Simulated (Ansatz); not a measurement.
# Rh6N in Ansatz: reference runs

Reference runs on Rh6N: the cell as given.

Everything below comes from runs of Ansatz 0.2.0. Logs are shortened: lines on timing, memory, paths and dates and some standing lists are left out, and cuts for length are marked.

### 1 The cell of the first run

The cell holds a slab with vacuum, 14 atoms: a = 5.378 Å, b = 5.378 Å, c = 23.491 Å, α = 90.00°, β = 90.00°, γ = 120.00°.

### 2 Single point, PBE

Input file input.yaml:

```yaml
crystal:
  lattice:
    - [5.3783955991, 0.0, 0.0]
    - [-2.6891977995, 4.6578272204, 0.0]
    - [0.0, 0.0, 23.4914416175]
  atoms:
    - { symbol: Rh, position: [0.3333333333, 0.1666666667, 0.3405495555] }
    - { symbol: Rh, position: [0.3333333333, 0.6666666667, 0.3405495555] }
    - { symbol: Rh, position: [0.8333333333, 0.1666666667, 0.3405495555] }
    - { symbol: Rh, position: [0.8333333333, 0.6666666667, 0.3405495555] }
    - { symbol: Rh, position: [0.6666666667, 0.3333333333, 0.4340185236] }
    - { symbol: Rh, position: [0.6666666667, 0.8333333333, 0.4340185236] }
    - { symbol: Rh, position: [0.1666666667, 0.3333333333, 0.4340185236] }
    - { symbol: Rh, position: [0.1666666667, 0.8333333333, 0.4340185236] }
    - { symbol: Rh, position: [0.0, 0.5, 0.5274874918] }
    - { symbol: Rh, position: [0.0, 0.0, 0.5274874918] }
    - { symbol: Rh, position: [0.5, 0.5, 0.5274874918] }
    - { symbol: Rh, position: [0.5, 0.0, 0.5274874918] }
    - { symbol: "N", position: [0.8333333333, 0.1666666667, 0.6390174712] }
    - { symbol: "N", position: [0.8333333333, 0.1666666667, 0.6858430351] }
hamiltonian:
  xc: pbe
  pseudopotentials: { kind: paw }
kpoints:
  mp_grid: { grid: [6, 6, 1] }
scf:
  occupations: { method: fermi_dirac, width: 0.05 }
output:
  forces: true
  eigenvalues: true
efield:
  axis: 3
  dipole_correction: true
  ramp_width: 0.04
```

Potentials or basis: Ansatz PAW.

The run is started by

```sh
> ansatz run input.yaml --threads 4 --pin off --max-ram 11264MiB --backend cpu --events-out ev --progress --plain --runs-dir out
```

Log:

```text
Warning: RAYON_NUM_THREADS=4 ignored (pool sized by the plan → 4); use --threads N
Engine: ansatz 0.2.0, aarch64-unknown-linux-gnu
Pseudopotentials: kind: paw
Pseudopotential: Rh, paw, valence charge 17, recommended cutoff 420 eV (normal), Rh.paw.azcp
Pseudopotential: N, paw, valence charge 5, recommended cutoff 420 eV (normal), N.paw.azcp
Functional definition: PBE
  parameter kappa = 0.804
  parameter beta = 0.06672455060314922
  exchange = pbe_x(kappa = kappa, mu = beta*pi^2/3)
  correlation = pbe_c(beta = beta)
Crystal: 14 atoms, lattice volume = 588.499 Å³
Basis set: ecut = 420 eV, 11413 PW (Γ), exchange–correlation on 72×72×320 points (8 copies of the dense FFT grid, shifted against one another)
Bands: 129, of which v1, the nominal top of the filled ones, is band 107 counted from 1 (106 counted from 0)
Symmetry: 6 space group operations
Space group: P3m1 (ITA 156), of the structure as read, at distance tolerance 8.4e-5 Å
k-points: 7 of 36 (time reversal used)
Non-local potential: Rh, projectors of the file, l = 0: 3, l = 1: 2, l = 2: 2, l = 3: 1
Non-local potential: N, projectors of the file, l = 0: 2, l = 1: 2, l = 2: 1
PAW form: soft (Blöchl's): semilocal exchange-correlation on the pseudo side does not see the compensation charge
PAW one-centre angular grid: Rh, 590 points (default); XC on 64 Gauss nodes
PAW one-centre angular grid: N, 110 points (default); XC on 64 Gauss nodes
Initial density: superposition of atomic densities (neutral atoms: chi_scale 0, normalization atom), corrected by the library's trained network
Initial wavefunctions: pseudopotential atomic-orbital guess
Functional: x = pbe(κ = 0.804, μ = 0.2195149727645171), c = pbe(β = 0.06672455060314922)
[... 14 lines left out ...]
SCF converged after 10 iterations
Free energy (F): -77596.136260 eV
Harris-Foulkes:  -77596.136260 eV  (|F-HF|=2.62e-7)
Internal energy: -77595.943300 eV  (E = F + TS)
E sigma→0 (E₀):  -77596.039780 eV
Entropy (-TS):   -0.192960 eV (-13.783 meV/atom)
Fermi energy:    3.118907 eV
Dipole field:    D = 0.013539 V/Å  (p = 0.044034 e·Å, saw-weighted, corrected)
Work function:   Φ+ = 4.8065 eV   Φ− = 5.1246 eV
Levels:          The Fermi level and band energies are counted from a zero that moves with the ramp; work functions are not
--- Per-component energies (eV) ---
  E_band       = -4963.213669
  E_kinetic    = 7117.341648
  E_local      = -333947.848233  (includes V_loc(G=0)·N_el)
  E_nonlocal   = 4363.681610
  E_hartree    = 162135.010460
  E_xc         = -2766.479131
  E_vxc        = -3472.463068  (∫ρ·V_xc dr)
  E_paw        = -43301.989329  (= ΣΔE_a)
  E_vpaw       = -3298.665895  (= ΣTr[D̂ρ^β])
  E_aug_tail   = 0.010437  (compensation charges beyond the density's cutoff)
  E_efield     = 0.000298  (sawtooth field / dipole correction)
  E_vefield    = 4.663340  (∫n·V_field dr)
  E_ewald      = 128804.328938
  E_smearing   = -0.192960  (= −TS)
  E_closure    = -0.000000  (closes the sum)
  Σ components = -77596.136260   (vs F -77596.136260, Δ=0.00e0)
--- Forces (eV/Å), atoms counted from 1 ---
  atom   1  Rh    -0.00000000    -0.05798697     0.28326288
  atom   2  Rh    -0.05021819     0.02899348     0.28326288
  atom   3  Rh     0.00000000     0.00000000     0.31177095
  atom   4  Rh     0.05021819     0.02899348     0.28326288
  atom   5  Rh    -0.02919541     0.01685598    -0.05600876
  atom   6  Rh    -0.00000000    -0.03371195    -0.05600876
  atom   7  Rh     0.02919541     0.01685598    -0.05600876
  atom   8  Rh     0.00000000     0.00000000     0.07892545
  atom   9  Rh     0.00000000     0.05180353    -0.35267018
  atom  10  Rh     0.04486317    -0.02590177    -0.35267018
  atom  11  Rh    -0.00000000    -0.00000000    -0.38596727
  atom  12  Rh    -0.04486317    -0.02590177    -0.35267018
  atom  13  N     -0.00000000    -0.00000000    -0.42214454
  atom  14  N      0.00000000     0.00000000     0.79359069
  max |Σ_I F_I| component: 7.29e-5 eV/Å
--- Band table (eV; the first three rows and the last of 7) ---
  k-point 0: bands = ["-75.8053", "-75.7333", "-75.6980", "-75.6980", "-75.3019", "-75.2829", "-75.2291", "-75.2274", "-75.2274", "-75.2102", "-75.2102", "-75.2067", "-43.9429", "-43.9429", "-43.9295", "-43.7943", "-43.7191", "-43.6906", "-43.6906", "-43.5085", "-43.5085", "-43.4814", "-43.4794", "-43.4794", "-43.4720", "-43.3912", "-43.3846", "-43.3846", "-43.3581", "-43.3581", "-43.0946", "-43.0613", "-43.0573", "-43.0573", "-43.0527", "-43.0386", "-43.0386", "-43.0191", "-43.0191", "-43.0187", "-42.9919", "-42.9789", "-42.9789", "-42.9748", "-42.9250", "-42.9250", "-42.9123", "-42.9123", "-20.5382", "-6.0665", "-4.0025", "-3.9630", "-3.9630", "-2.9754", "-2.6880", "-2.6880", "-2.6795", "-2.6193", "-2.4315", "-2.3771", "-2.3771", "-2.3645", "-2.1150", "-2.1150", "-2.0813", "-1.7836", "-1.7836", "-1.7755", "-0.6102", "-0.6102", "-0.5710", "-0.1326", "-0.1326", "-0.1233", "0.0702", "0.1608", "0.1608", "0.5314", "0.5314", "0.6033", "0.6033", "0.6145", "0.6157", "0.7793", "0.7793", "1.3920", "1.3920", "1.4156", "2.1617", "2.1663", "2.1663", "2.2010", "2.2010", "2.3071", "2.3071", "2.3164", "2.8272", "2.8272", "3.0113", "3.3330", "3.3330", "3.3663", "3.3663", "3.3679", "3.3890", "3.5107", "3.5107", "3.7422", "3.7422", "3.7564", "4.1523", "4.1533", "4.1533", "4.1992", "4.1992", "4.2005", "4.3820", "5.0388", "5.0388", "5.2091", "5.7868", "5.7868", "7.0313", "7.0313", "7.0494", "7.1470", "7.1470", "7.1531", "7.4416"]
  k-point 1: bands = ["-75.8015", "-75.7338", "-75.7014", "-75.6980", "-75.2969", "-75.2780", "-75.2330", "-75.2283", "-75.2274", "-75.2144", "-75.2102", "-75.2075", "-43.9230", "-43.9152", "-43.8993", "-43.7867", "-43.7136", "-43.6846", "-43.6831", "-43.5337", "-43.5197", "-43.4856", "-43.4566", "-43.4535", "-43.4398", "-43.4012", "-43.3771", "-43.3747", "-43.3666", "-43.3660", "-43.0851", "-43.0793", "-43.0777", "-43.0724", "-43.0600", "-43.0489", "-43.0338", "-43.0194", "-43.0157", "-43.0156", "-42.9958", "-42.9819", "-42.9800", "-42.9764", "-42.9599", "-42.9480", "-42.9339", "-42.9212", "-20.5381", "-6.0621", "-3.9739", "-3.9649", "-3.7652", "-2.9290", "-2.5833", "-2.4926", "-2.4859", "-2.4184", "-2.2705", "-2.2347", "-2.2346", "-2.2111", "-2.0289", "-1.9829", "-1.9633", "-1.6677", "-1.5637", "-1.5592", "-0.5953", "-0.5767", "-0.5124", "-0.0515", "-0.0423", "-0.0372", "-0.0244", "0.0688", "0.1958", "0.3337", "0.4538", "0.4612", "0.6574", "0.6670", "0.6998", "0.7488", "0.9596", "1.2085", "1.2587", "1.2715", "1.9125", "1.9156", "2.0026", "2.1107", "2.1227", "2.1732", "2.2051", "2.2137", "2.3027", "2.8121", "2.8286", "3.0258", "3.0342", "3.0971", "3.1778", "3.1799", "3.2825", "3.3271", "3.3520", "3.5178", "3.5386", "3.5813", "3.5836", "3.8274", "3.8875", "3.9019", "3.9038", "3.9404", "4.1314", "5.1706", "5.3974", "5.5049", "5.6765", "5.8899", "5.9535", "6.8294", "6.8485", "7.5382", "7.7685", "8.1641", "8.1819"]
  k-point 2: bands = ["-75.7928", "-75.7355", "-75.7085", "-75.6980", "-75.2834", "-75.2646", "-75.2465", "-75.2285", "-75.2277", "-75.2274", "-75.2102", "-75.2077", "-43.8747", "-43.8592", "-43.8014", "-43.7685", "-43.7053", "-43.6772", "-43.6684", "-43.5926", "-43.5687", "-43.5105", "-43.4646", "-43.4074", "-43.4032", "-43.3931", "-43.3453", "-43.3425", "-43.3389", "-43.2980", "-43.1280", "-43.1276", "-43.1227", "-43.1102", "-43.0697", "-43.0651", "-43.0497", "-43.0249", "-43.0245", "-43.0116", "-43.0094", "-43.0086", "-42.9889", "-42.9847", "-42.9831", "-42.9783", "-42.9584", "-42.9452", "-20.5379", "-6.0540", "-3.9910", "-3.9686", "-3.1630", "-2.8503", "-2.3619", "-2.0377", "-2.0290", "-2.0241", "-1.9579", "-1.8240", "-1.8162", "-1.7822", "-1.6740", "-1.6407", "-1.6306", "-1.3575", "-1.0030", "-1.0027", "-0.5966", "-0.5824", "-0.5171", "-0.3206", "-0.2890", "0.0754", "0.0766", "0.1005", "0.1130", "0.2741", "0.2744", "0.5548", "0.7327", "0.7647", "0.7854", "0.7924", "0.7980", "0.8067", "0.9692", "1.4295", "1.4700", "1.4773", "1.4998", "1.6051", "1.7688", "1.7752", "1.8287", "1.8906", "1.9094", "2.0591", "2.0983", "2.1088", "2.5544", "2.5547", "2.6612", "2.7298", "2.7973", "2.8198", "2.8460", "2.8697", "3.0995", "3.2003", "3.3597", "3.3954", "3.5371", "3.6148", "3.7794", "3.8218", "3.8248", "4.7320", "5.6107", "5.6276", "6.2990", "6.3204", "6.7128", "6.8716", "7.1945", "7.2250", "8.2018", "8.9090", "8.9439"]
  k-point 6: bands = ["-75.7855", "-75.7274", "-75.7274", "-75.6948", "-75.2568", "-75.2552", "-75.2551", "-75.2381", "-75.2380", "-75.2347", "-75.2186", "-75.1996", "-43.7728", "-43.7726", "-43.7516", "-43.7090", "-43.7087", "-43.6908", "-43.6901", "-43.6835", "-43.6511", "-43.4814", "-43.4813", "-43.4718", "-43.3127", "-43.3098", "-43.2991", "-43.2507", "-43.2486", "-43.2446", "-43.2437", "-43.2217", "-43.2125", "-43.2125", "-43.0384", "-43.0378", "-43.0376", "-43.0349", "-43.0334", "-43.0303", "-43.0217", "-43.0214", "-43.0147", "-43.0015", "-42.9903", "-42.9864", "-42.9821", "-42.9781", "-20.5377", "-6.0483", "-3.9879", "-3.9876", "-2.8792", "-1.9659", "-1.9630", "-1.9552", "-1.4315", "-1.4186", "-1.4165", "-1.4134", "-1.4116", "-1.2461", "-1.1713", "-1.1615", "-1.1589", "-1.1413", "-1.1330", "-1.1308", "-0.6648", "-0.6646", "-0.2476", "-0.2419", "-0.2404", "-0.1312", "-0.1276", "-0.1276", "0.0712", "0.0836", "0.1278", "0.1878", "0.1902", "0.2447", "0.3138", "0.6810", "0.7011", "0.7074", "0.7107", "0.9482", "0.9649", "0.9739", "0.9772", "0.9786", "1.0103", "1.6346", "1.6405", "1.7034", "1.9759", "1.9800", "2.1244", "2.1319", "2.1862", "2.3837", "2.3909", "2.4575", "3.0195", "3.0222", "3.0297", "3.0678", "3.0922", "3.2776", "3.2779", "3.2911", "3.3694", "3.4127", "3.4136", "3.4145", "3.7478", "3.7597", "3.9578", "5.4769", "5.5615", "6.4553", "6.5249", "6.6002", "8.5937", "8.6056", "9.2189", "9.6595", "9.6798"]
```

Run time: 11 s. Hardware: 4 threads of Arm Neoverse V2, shared host; peak memory 1.6 GiB.

What came out:

```yaml
Free_energy: -77596.1363 eV
Largest_force: 0.794 eV/Å
Band_gap_on_the_k_mesh: none (metal or under the smearing width)
Work_function_of_the_upper_face: 4.81 eV
Work_function_of_the_lower_face: 5.12 eV
Dipole_across_the_slab: 0.044 e·Å
```

Forces on the atoms (eV/Å):
```
Rh   0.000 -0.058  0.283
Rh  -0.050  0.029  0.283
Rh   0.000  0.000  0.312
Rh   0.050  0.029  0.283
Rh  -0.029  0.017 -0.056
Rh   0.000 -0.034 -0.056
Rh   0.029  0.017 -0.056
Rh   0.000  0.000  0.079
Rh   0.000  0.052 -0.353
Rh   0.045 -0.026 -0.353
Rh   0.000  0.000 -0.386
Rh  -0.045 -0.026 -0.353
N    0.000  0.000 -0.422
N    0.000  0.000  0.794
```
